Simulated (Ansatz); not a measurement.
CH5GeS (charge -1), SMILES C[S][GeH2-], the energy of protonation at one site

With Ansatz's Python interface.

Notebook, run cell by cell (the value of a cell's last expression is shown):

```python
from dataclasses import dataclass

import ansatz
import numpy as np
```

```python
@dataclass
class RunConfig:
    basis_set: str = "def2-SVP"
    xc: str = "PBE0"
    net_charge: int = -1
    force_tol: float = 0.01
```

```python
settings = RunConfig()
```

```python
GEOMETRY = """
C     1.06730   -0.13400    0.45010
S     0.30880    1.48450    0.11650
Ge   -1.57550    0.59770   -0.66800
H     1.15890   -0.71410   -0.49190
H     2.08010    0.02190    0.87460
H     0.45440   -0.69890    1.18310
H    -1.25640   -0.28910   -1.89870
H    -2.23760   -0.26800    0.43430
"""
```

```python
molecule = ansatz.Crystal.molecule()
for line in GEOMETRY.strip().splitlines():
    symbol, *xyz = line.split()
    molecule = molecule.atom(symbol, [float(v) for v in xyz])

calculation = molecule.calculation()
calculation = calculation.basis(gaussian=settings.basis_set).functional(settings.xc)
calculation = calculation.charge(settings.net_charge).accuracy("medium")
symbols = [site.symbol for site in molecule.cartesian_sites]
start = np.array([site.position_ang for site in molecule.cartesian_sites], dtype=float)
r = calculation.relax(force_tolerance=0.01).run(threads=1, pin="off").report
end = np.array(r["positions_ang"])
```

    

```python
# put the proton on the side away from the neighbours, slightly off axis
away = sum((end[1] - end[j]) / np.linalg.norm(end[1] - end[j]) for j in [0, 2]) + np.array([0.15, 0.1, -0.2])
proton = end[1] + 1.4 * away / np.linalg.norm(away)
acid = ansatz.Crystal.molecule()
for symbol, place in zip(symbols, end):
    acid = acid.atom(symbol, place.tolist())
acid = acid.atom("H", proton.tolist())
protonated = (
    acid.calculation()
    .basis(gaussian=settings.basis_set)
    .functional(settings.xc)
    .accuracy("medium")
    .relax(force_tolerance=settings.force_tol, max_steps=80)
)
after = protonated.run(threads=1, pin="off").report
xyz = np.array(after["positions_ang"])
reach = np.linalg.norm(xyz[:-1] - xyz[-1], axis=1)
print(f"base {r['free_energy_ev']:.5f} eV, protonated {after['free_energy_ev']:.5f} eV")
print(f"the proton ends {reach.min():.3f} A from {symbols[reach.argmin()]}{reach.argmin()}")
print(f"electronic proton affinity {96.485332 * (r['free_energy_ev'] - after['free_energy_ev']):.1f} kJ/mol")
```

    base -68449.56732 eV, protonated -68463.87045 eV
    the proton ends 1.352 A from S1
    electronic proton affinity 1380.0 kJ/mol

These settings explore the input space; basis and method may be short of convergence. The proton is put on one chosen atom, which needn't be the most basic site, so the molecule's proton affinity can be higher; the ends are stationary points, not checked by frequencies, and zero-point and thermal terms count only where printed. Anions want diffuse functions, which this basis lacks. It ran for 90 s on 1 thread of Arm Neoverse V1 (shared host), peak memory 0.28 GiB.

(Lines on the test bed's own set-up are left out of the output.)
